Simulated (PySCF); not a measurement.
# C8H9N+ (doublet): open-shell or spin-flip excitations

Wanted: open-shell or spin-flip excitations for C8H9N+ (doublet) (`C=Cc1ccc([NH2+])cc1`).

Programs: PySCF 2.14.0, with routines of our own; each step states its level. All values are computed. Atoms count from 0.

## Step 1: The starting structure

18 atoms, charge 1, multiplicity 2; geometry from: GFN2-xTB.

## Step 2: Open-shell or spin-flip excitations: unrestricted TDDFT CAM-B3LYP/def2-SVP

The job: settings as JSON, then the geometry in Å.

```
{"job": {"kind": "uabs", "xc": "CAM-B3LYP", "basis": "def2-SVP", "nstates": 10, "tda": false}, "charge": 1, "multiplicity": 2}
C      3.059807     0.905364    -0.932430
C      2.338081     0.389441     0.083272
C      0.930427     0.130071     0.075871
C      0.332617    -0.425809     1.237446
C     -1.002744    -0.693671     1.292562
C     -1.836670    -0.417373     0.174071
N     -3.139516    -0.675417     0.217653
C     -1.244282     0.140263    -0.993168
C      0.092638     0.402561    -1.036408
H      4.119419     1.065631    -0.824818
H      2.632222     1.178947    -1.882128
H      2.850482     0.138327     1.003697
H      0.957453    -0.638610     2.091675
H     -1.443462    -1.117968     2.181898
H     -3.563526    -1.073823     1.043133
H     -3.735456    -0.479081    -0.573588
H     -1.873068     0.352095    -1.844732
H      0.516818     0.825371    -1.932329
```

With the program's defaults for keys left out, this is: unrestricted TDDFT CAM-B3LYP/def2-SVP, vertical, gas phase, core orbitals frozen in the response.

Started as:

```
$ OMP_NUM_THREADS=1 python excited_run.py task.json out
```

One launch serves the whole session: the jobs run in the order shown.

What it wrote:

```text
coarse grid: 15336 points
cycle   1  E = -364.1618863932  dE =  2.050e+00  |g| = 2.252e-01  |ddm| = 3.810e+00
cycle   2  E = -364.1785547620  dE = -1.667e-02  |g| = 2.040e-01  |ddm| = 7.919e-01
cycle   3  E = -364.2002139882  dE = -2.166e-02  |g| = 5.528e-02  |ddm| = 2.748e-01
cycle   4  E = -364.2020377869  dE = -1.824e-03  |g| = 2.734e-02  |ddm| = 8.747e-02
cycle   5  E = -364.2025452525  dE = -5.075e-04  |g| = 8.756e-03  |ddm| = 3.587e-02
cycle   6  E = -364.2027081995  dE = -1.629e-04  |g| = 5.543e-03  |ddm| = 2.008e-02
cycle   7  E = -364.2027974171  dE = -8.922e-05  |g| = 3.117e-03  |ddm| = 1.603e-02
cycle   8  E = -364.2028411444  dE = -4.373e-05  |g| = 1.442e-03  |ddm| = 1.481e-02
cycle   9  E = -364.2028491462  dE = -8.002e-06  |g| = 7.208e-04  |ddm| = 6.250e-03
final grid: 149008 points
cycle  10  E = -364.2738138800  dE = -3.970e-05  |g| = 2.526e-03  |ddm| = 2.275e-02
cycle  11  E = -364.2738156378  dE = -1.758e-06  |g| = 2.141e-03  |ddm| = 5.311e-03
cycle  12  E = -364.2738177225  dE = -2.085e-06  |g| = 3.831e-04  |ddm| = 1.953e-03
cycle  13  E = -364.2738178753  dE = -1.528e-07  |g| = 2.237e-04  |ddm| = 5.794e-04
cycle  14  E = -364.2738179864  dE = -1.111e-07  |g| = 9.844e-05  |ddm| = 5.611e-04
cycle  15  E = -364.2738180579  dE = -7.148e-08  |g| = 5.341e-05  |ddm| = 6.813e-04
cycle  16  E = -364.2738180693  dE = -1.136e-08  |g| = 2.774e-05  |ddm| = 2.588e-04
cycle  17  E = -364.2738180716  dE = -2.363e-09  |g| = 1.321e-05  |ddm| = 1.187e-04
cycle  18  E = -364.2738180722  dE = -5.522e-10  |g| = 9.271e-06  |ddm| = 5.273e-05
converged SCF energy = -364.2738180722

Static polarisability (au): isotropic 111.815, principal 37.532 84.376 213.538

<S^2> of the reference = 0.8023 (exact 0.7500)

Excitations
state   eV       nm        f      <S^2>   main configurations
  1   2.2930    540.7   0.00098   0.912   H-1b->Lb 0.96
  2   2.4134    513.7   0.14091   0.843   Hb->Lb 0.82, Ha->La 0.12
  3   3.9084    317.2   0.25935   1.679   Ha->La 0.46, H-1a->L+1a 0.18
  4   4.3121    287.5   0.09278   1.129   H-3b->Lb 0.48, Ha->La 0.21, H-2a->La 0.09, Hb->L+1b 0.09
  5   4.4772    276.9   0.00001   0.839   H-2b->Lb 0.91
  6   4.7126    263.1   0.04790   1.685   Ha->L+1a 0.39, H-1a->L+1a 0.15, H-1b->L+2b 0.13, H-1a->La 0.09
  7   4.8483    255.7   0.10020   1.594   Ha->L+1a 0.44, H-1a->L+1a 0.14, H-1b->L+2b 0.08
  8   4.8797    254.1   0.00020   0.854   H-4b->Lb 0.87
  9   5.3297    232.6   0.05428   2.159   H-1a->La 0.42, H-1b->L+1b 0.14, H-3b->Lb 0.13, Ha->L+1a 0.08
 10   5.3869    230.2   0.06150   1.880   H-3b->Lb 0.28, H-1a->La 0.21, Hb->L+1b 0.13
```

Wall time 2.5 min (1 thread of Arm Neoverse N1, shared host); peak memory 0.77 GiB.

Key values:

```csv
quantity,value
⟨S²⟩,0.802
```

Löwdin spin populations:

C0 0.35; C1 -0.10; C2 0.27; C3 -0.04; C4 0.12; C5 0.09; N6 0.23; C7 0.11; C8 -0.04; H9 0.00; H10 0.00; H11 0.00; H12 0.00; H13 0.00; H14 0.00; H15 0.00; H16 0.00; H17 0.00

## Step 3: Open-shell or spin-flip excitations: unrestricted TDDFT CAM-B3LYP/def2-SVP in toluene

Settings changed since step 2:

```diff
@@ -1,2 +1,2 @@
-{"job": {"kind": "uabs", "xc": "CAM-B3LYP", "basis": "def2-SVP", "nstates": 10, "tda": false}, "charge": 1, "multiplicity": 2}
+{"job": {"kind": "uabs", "xc": "CAM-B3LYP", "basis": "def2-SVP", "nstates": 10, "tda": false, "solvent": "toluene", "pol": false}, "charge": 1, "multiplicity": 2}
 C      3.059807     0.905364    -0.932430
```

Level: unrestricted TDDFT CAM-B3LYP/def2-SVP, vertical, IEF-PCM toluene (non-equilibrium linear response), core orbitals frozen in the response.

What it wrote:

```text
coarse grid: 15336 points
cycle   1  E = -364.2140956786  dE =  1.998e+00  |g| = 2.170e-01  |ddm| = 3.816e+00
cycle   2  E = -364.2346628445  dE = -2.057e-02  |g| = 1.713e-01  |ddm| = 6.871e-01
cycle   3  E = -364.2492109946  dE = -1.455e-02  |g| = 4.511e-02  |ddm| = 2.115e-01
cycle   4  E = -364.2506303467  dE = -1.419e-03  |g| = 2.027e-02  |ddm| = 7.700e-02
cycle   5  E = -364.2509610286  dE = -3.307e-04  |g| = 8.082e-03  |ddm| = 2.690e-02
cycle   6  E = -364.2511341357  dE = -1.731e-04  |g| = 4.911e-03  |ddm| = 2.121e-02
cycle   7  E = -364.2512145187  dE = -8.038e-05  |g| = 2.894e-03  |ddm| = 1.629e-02
cycle   8  E = -364.2512490777  dE = -3.456e-05  |g| = 1.304e-03  |ddm| = 1.343e-02
cycle   9  E = -364.2512556009  dE = -6.523e-06  |g| = 6.152e-04  |ddm| = 5.923e-03
final grid: 149008 points
cycle  10  E = -364.3221922147  dE = -3.969e-05  |g| = 2.469e-03  |ddm| = 2.285e-02
cycle  11  E = -364.3221938732  dE = -1.659e-06  |g| = 2.063e-03  |ddm| = 4.924e-03
cycle  12  E = -364.3221957480  dE = -1.875e-06  |g| = 3.623e-04  |ddm| = 1.788e-03
cycle  13  E = -364.3221958587  dE = -1.106e-07  |g| = 1.997e-04  |ddm| = 5.046e-04
cycle  14  E = -364.3221959255  dE = -6.689e-08  |g| = 7.838e-05  |ddm| = 4.245e-04
cycle  15  E = -364.3221959653  dE = -3.973e-08  |g| = 4.520e-05  |ddm| = 4.607e-04
cycle  16  E = -364.3221959743  dE = -8.983e-09  |g| = 2.278e-05  |ddm| = 2.240e-04
cycle  17  E = -364.3221959764  dE = -2.103e-09  |g| = 1.213e-05  |ddm| = 1.054e-04
cycle  18  E = -364.3221959770  dE = -6.202e-10  |g| = 7.032e-06  |ddm| = 6.273e-05
converged SCF energy = -364.3221959770

<S^2> of the reference = 0.8065 (exact 0.7500)

Excitations
state   eV       nm        f      <S^2>   main configurations
  1   2.3031    538.3   0.00619   0.906   H-1b->Lb 0.93
  2   2.3637    524.5   0.19985   0.858   Hb->Lb 0.82, Ha->La 0.09
  3   3.8146    325.0   0.36513   1.552   Ha->La 0.57, H-1a->L+1a 0.12
  4   4.2660    290.6   0.07892   1.192   H-2b->Lb 0.50, Ha->La 0.17, Hb->L+1b 0.11, H-2a->La 0.10
  5   4.4863    276.4   0.00001   0.843   H-3b->Lb 0.91
  6   4.7007    263.8   0.06647   1.858   Ha->L+1a 0.30, H-1a->L+1a 0.21, H-1b->L+2b 0.16, H-1a->La 0.09
  7   4.8334    256.5   0.10669   1.429   Ha->L+1a 0.55, H-1a->L+1a 0.14
  8   4.9514    250.4   0.00004   0.860   H-4b->Lb 0.85
  9   5.3007    233.9   0.06406   2.024   H-1a->La 0.31, H-2b->Lb 0.20, Hb->L+1b 0.11, H-1b->L+1b 0.09
 10   5.3537    231.6   0.05672   2.046   H-1a->La 0.33, H-2b->Lb 0.20, Hb->L+1b 0.09
```

Wall time 2.1 min (1 thread of Arm Neoverse N1, shared host); peak memory 0.93 GiB.

From this job:

```csv
quantity,value
⟨S²⟩,0.806
```

## Step 4: Open-shell or spin-flip excitations: unrestricted TDA CAM-B3LYP/def2-SVP

Settings changed since step 3:

```diff
@@ -1,2 +1,2 @@
-{"job": {"kind": "uabs", "xc": "CAM-B3LYP", "basis": "def2-SVP", "nstates": 10, "tda": false, "solvent": "toluene", "pol": false}, "charge": 1, "multiplicity": 2}
+{"job": {"kind": "uabs", "xc": "CAM-B3LYP", "basis": "def2-SVP", "nstates": 6, "tda": true}, "charge": 1, "multiplicity": 2}
 C      3.059807     0.905364    -0.932430
```

With the program's defaults for keys left out, this is: unrestricted TDA CAM-B3LYP/def2-SVP, vertical, gas phase, core orbitals frozen in the response.

What it wrote:

```text
coarse grid: 15336 points
cycle   1  E = -364.1618863932  dE =  2.050e+00  |g| = 2.252e-01  |ddm| = 3.810e+00
cycle   2  E = -364.1785547620  dE = -1.667e-02  |g| = 2.040e-01  |ddm| = 7.919e-01
cycle   3  E = -364.2002139882  dE = -2.166e-02  |g| = 5.528e-02  |ddm| = 2.748e-01
cycle   4  E = -364.2020377869  dE = -1.824e-03  |g| = 2.734e-02  |ddm| = 8.747e-02
cycle   5  E = -364.2025452525  dE = -5.075e-04  |g| = 8.756e-03  |ddm| = 3.587e-02
cycle   6  E = -364.2027081995  dE = -1.629e-04  |g| = 5.543e-03  |ddm| = 2.008e-02
cycle   7  E = -364.2027974171  dE = -8.922e-05  |g| = 3.117e-03  |ddm| = 1.603e-02
cycle   8  E = -364.2028411444  dE = -4.373e-05  |g| = 1.442e-03  |ddm| = 1.481e-02
cycle   9  E = -364.2028491462  dE = -8.002e-06  |g| = 7.208e-04  |ddm| = 6.250e-03
final grid: 149008 points
cycle  10  E = -364.2738138800  dE = -3.970e-05  |g| = 2.526e-03  |ddm| = 2.275e-02
cycle  11  E = -364.2738156378  dE = -1.758e-06  |g| = 2.141e-03  |ddm| = 5.311e-03
cycle  12  E = -364.2738177225  dE = -2.085e-06  |g| = 3.831e-04  |ddm| = 1.953e-03
cycle  13  E = -364.2738178753  dE = -1.528e-07  |g| = 2.237e-04  |ddm| = 5.794e-04
cycle  14  E = -364.2738179864  dE = -1.111e-07  |g| = 9.844e-05  |ddm| = 5.611e-04
cycle  15  E = -364.2738180579  dE = -7.148e-08  |g| = 5.341e-05  |ddm| = 6.813e-04
cycle  16  E = -364.2738180693  dE = -1.136e-08  |g| = 2.774e-05  |ddm| = 2.588e-04
cycle  17  E = -364.2738180716  dE = -2.363e-09  |g| = 1.321e-05  |ddm| = 1.187e-04
cycle  18  E = -364.2738180722  dE = -5.522e-10  |g| = 9.271e-06  |ddm| = 5.273e-05
converged SCF energy = -364.2738180722

Static polarisability (au): isotropic 111.815, principal 37.532 84.376 213.538

<S^2> of the reference = 0.8023 (exact 0.7500)

Excitations
state   eV       nm        f      <S^2>   main configurations
  1   2.4326    509.7   0.00077   0.886   H-1b->Lb 0.96
  2   2.6197    473.3   0.15578   0.820   Hb->Lb 0.79, Ha->La 0.16
  3   4.2387    292.5   0.28868   1.720   Ha->La 0.36, H-1a->L+1a 0.19, Hb->L+1b 0.08, H-3b->Lb 0.08
  4   4.4872    276.3   0.20398   1.032   H-3b->Lb 0.43, Ha->La 0.28, H-2a->La 0.09
  5   4.4953    275.8   0.00071   0.839   H-2b->Lb 0.91
  6   4.8436    256.0   0.01402   1.125   Ha->L+1a 0.70, H-1a->La 0.14
```

It took 1.8 min on 1 thread of Arm Neoverse N1, shared host; peak memory 0.81 GiB.

Key values:

```csv
quantity,value
⟨S²⟩,0.802
```

## Step 5: Summary of results

```
                                                                                                        quantity                        value
           lowest and brightest state of nearly pure spin, of 10 (step 2, unrestricted TDDFT CAM-B3LYP/def2-SVP)  2.29 eV; 2.41 eV, f = 0.141
lowest and brightest state of nearly pure spin, of 10 (step 3, unrestricted TDDFT CAM-B3LYP/def2-SVP in toluene)  2.30 eV; 2.36 eV, f = 0.200
              lowest and brightest state of nearly pure spin, of 6 (step 4, unrestricted TDA CAM-B3LYP/def2-SVP)  2.43 eV; 2.62 eV, f = 0.156
```

**Reading.** States whose ⟨S²⟩ lies well above the reference's are mixtures of spin states, an artefact of the unrestricted response, and are left out of the summary. The lowest state of nearly pure spin runs from 2.29 to 2.43 eV over the runs.
